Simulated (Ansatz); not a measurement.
LaRh3C:

```
La Rh C
1.0
     4.26694    0.00000    0.00000
     0.00000    4.26694    0.00000
     0.00000    0.00000    4.26694
La Rh C
1 3 1
Direct
  0.50005 0.51022 0.49783
  0.99278 0.98731 0.49306
  0.99346 0.49692 0.00342
  0.50586 0.00231 0.00900
  0.99047 0.01302 0.00914
```

The cell is a database's computed one.

The cell isn't the ideal one: atoms moved at random, drawn with an rms of 0.05 Å.

A run of Ansatz 0.2.0 on this cell left the log below. Logs are shortened: lines on timing, memory, paths and dates and some standing lists are left out, and cuts for length are marked.

```text
Warning: RAYON_NUM_THREADS=2 ignored (pool sized by the plan → 2); use --threads N
Engine: ansatz 0.2.0, x86_64-unknown-linux-gnu
Pseudopotentials: kind: paw
Pseudopotential: La, paw, valence charge 11, recommended cutoff 420 eV (normal), La.paw.azcp
Pseudopotential: Rh, paw, valence charge 17, recommended cutoff 420 eV (normal), Rh.paw.azcp
Pseudopotential: C, paw, valence charge 4, recommended cutoff 420 eV (normal), C.paw.azcp
Functional definition: PBEsol
  exchange = pbesol_x
  correlation = pbesol_c
Crystal: 5 atoms, lattice volume = 77.687 Å³
Basis set: ecut = 420 eV, 1503 PW (Γ), exchange–correlation on 60×60×60 points (8 copies of the dense FFT grid, shifted against one another)
Bands: 40, of which v1, the nominal top of the filled ones, is band 33 counted from 1 (32 counted from 0)
Symmetry: 1 space group operations
Space group: P1 (ITA 1), of the structure as read, at distance tolerance 4.3e-5 Å
k-points: 112 of 216 (time reversal used)
Non-local potential: La, projectors of the file, l = 0: 3, l = 1: 2, l = 2: 2, l = 3: 3
Non-local potential: Rh, projectors of the file, l = 0: 3, l = 1: 2, l = 2: 2, l = 3: 1
Non-local potential: C, projectors of the file, l = 0: 2, l = 1: 2, l = 2: 1
PAW form: soft (Blöchl's): semilocal exchange-correlation on the pseudo side does not see the compensation charge
PAW frozen core: La, regenerated for the run's functional, and the local potential with it (the file was generated under x = pbe(κ = 0.804, μ = 0.2195149727645171), c = pbe(β = 0.06672455060314922))
PAW frozen core: Rh, regenerated for the run's functional, and the local potential with it (the file was generated under x = pbe(κ = 0.804, μ = 0.2195149727645171), c = pbe(β = 0.06672455060314922))
PAW frozen core: C, regenerated for the run's functional, and the local potential with it (the file was generated under x = pbe(κ = 0.804, μ = 0.2195149727645171), c = pbe(β = 0.06672455060314922))
PAW one-centre angular grid: La, 590 points (default); XC on 64 Gauss nodes
[... 21 lines left out ...]
Fermi energy:    18.054498 eV
--- Per-component energies (eV) ---
  E_band       = -395.449013
  E_kinetic    = 2004.716770
  E_local      = -6317.656006  (includes V_loc(G=0)·N_el)
  E_nonlocal   = 1200.123544
  E_hartree    = 2325.274794
  E_xc         = -847.712417
  E_vxc        = -1040.250897  (∫ρ·V_xc dr)
  E_paw        = -15999.486000  (= ΣΔE_a)
  E_vpaw       = -892.929926  (= ΣTr[D̂ρ^β])
  E_aug_tail   = 0.002518  (compensation charges beyond the density's cutoff)
  E_ewald      = -7792.256551
  E_core_change = 1.019209  (= ΣΔE_core)
  E_smearing   = -0.007900  (= −TS)
  E_closure    = -0.000000  (closes the sum)
  Σ components = -25425.982038   (vs F -25425.982038, Δ=0.00e0)
--- Forces (eV/Å), atoms counted from 1 ---
  atom   1  La    -0.19083528    -0.38283696     0.23184218
  atom   2  Rh     0.16108498     0.41268577     0.27383332
  atom   3  Rh     0.13756427     0.12347407    -0.08835926
  atom   4  Rh    -0.26488116    -0.00864805    -0.25283014
  atom   5  C      0.15704769    -0.14468051    -0.16446562
  max |Σ_I F_I| component: 2.05e-5 eV/Å
--- Stress (GPa, compression-positive) ---
       -8.269462       0.156029       0.177368
        0.156030      -8.121276      -0.061666
        0.177368      -0.061666      -8.319015
  P = ⅓ Tr σ = -8.2366 GPa (-82.366 kbar)
--- Band table (eV; the first three rows and the last of 112) ---
  k-point 0: bands = ["-60.3995", "-60.3741", "-60.3706", "-28.6871", "-28.6820", "-28.6766", "-28.1806", "-28.1762", "-28.1731", "-28.1662", "-28.1653", "-28.1614", "-13.7955", "2.4022", "2.4072", "2.4098", "4.8638", "13.1322", "13.2629", "13.2678", "13.2888", "13.3474", "13.3677", "14.9952", "15.1448", "15.2063", "15.7391", "15.7526", "15.8199", "16.2931", "16.4539", "17.7089", "17.7153", "17.7216", "17.7243", "20.7463", "20.7518", "20.7555", "20.9731", "20.9880"]
  k-point 1: bands = ["-60.3981", "-60.3743", "-60.3718", "-28.6876", "-28.6815", "-28.6704", "-28.1833", "-28.1777", "-28.1741", "-28.1692", "-28.1661", "-28.1601", "-13.7878", "2.2793", "2.3908", "2.3951", "5.0361", "13.1659", "13.3562", "13.3695", "13.4633", "13.4802", "13.5839", "14.0914", "15.0392", "15.1312", "15.5934", "15.8971", "15.9035", "16.3041", "16.8577", "17.5205", "17.6948", "17.8720", "17.8883", "20.7309", "20.7518", "20.7591", "20.9847", "20.9937"]
  k-point 2: bands = ["-60.3947", "-60.3762", "-60.3733", "-28.6874", "-28.6787", "-28.6610", "-28.1916", "-28.1786", "-28.1759", "-28.1727", "-28.1682", "-28.1592", "-13.7724", "2.0415", "2.3663", "2.3706", "5.4142", "12.3376", "13.3219", "13.3284", "13.7276", "13.9547", "14.0250", "14.3913", "15.0577", "15.0847", "15.2706", "16.1742", "16.2106", "16.2194", "16.6923", "17.0229", "17.6929", "18.1490", "18.1820", "20.6248", "20.6382", "20.6935", "20.8683", "21.0167"]
  k-point 111: bands = ["-60.3851", "-60.3803", "-60.3787", "-28.8229", "-28.5943", "-28.5892", "-28.2504", "-28.2465", "-28.2432", "-28.1135", "-28.1108", "-28.1071", "-13.7490", "2.1827", "2.1876", "2.1895", "7.2294", "10.6776", "10.6875", "10.7120", "14.4071", "14.4144", "14.4278", "14.4511", "15.2051", "15.2297", "15.2313", "16.1916", "16.2121", "17.5484", "17.5612", "17.5670", "19.2119", "19.2244", "19.2415", "20.1634", "20.1648", "20.1726", "20.7827", "21.0230"]
```

Write the input and the command behind it.

Single point with PBEsol, no spin polarisation. The files as run (others can give the same):

input.yaml
```yaml
crystal:
  lattice:
    - [4.266945, 0.0, 0.0]
    - [0.0, 4.266945, 0.0]
    - [0.0, 0.0, 4.266945]
  atoms:
    - { symbol: La, position: [0.500049, 0.510216, 0.497826] }
    - { symbol: Rh, position: [-0.007219, -0.012694, 0.493064] }
    - { symbol: Rh, position: [-0.006537, 0.496916, 0.003423] }
    - { symbol: Rh, position: [0.505858, 0.002314, 0.009003] }
    - { symbol: C, position: [-0.009528, 0.013016, 0.009136] }
hamiltonian:
  xc: pbesol
  pseudopotentials: { kind: paw }
kpoints:
  mp_grid: { grid: [6, 6, 6] }
scf:
  occupations: { method: fermi_dirac, width: 0.05 }
output:
  forces: true
  stress: true
  eigenvalues: true
```

Potentials or basis: Ansatz PAW.
Run with:
```bash
$ ansatz run input.yaml --threads 2 --pin off --max-ram 5632MiB --backend cpu --events-out ev --progress --plain --runs-dir out
```

Caveat: the PAW data sets come from PBE, with cores solved anew for the run's functional, which leaves a small shift of forces and pressure.
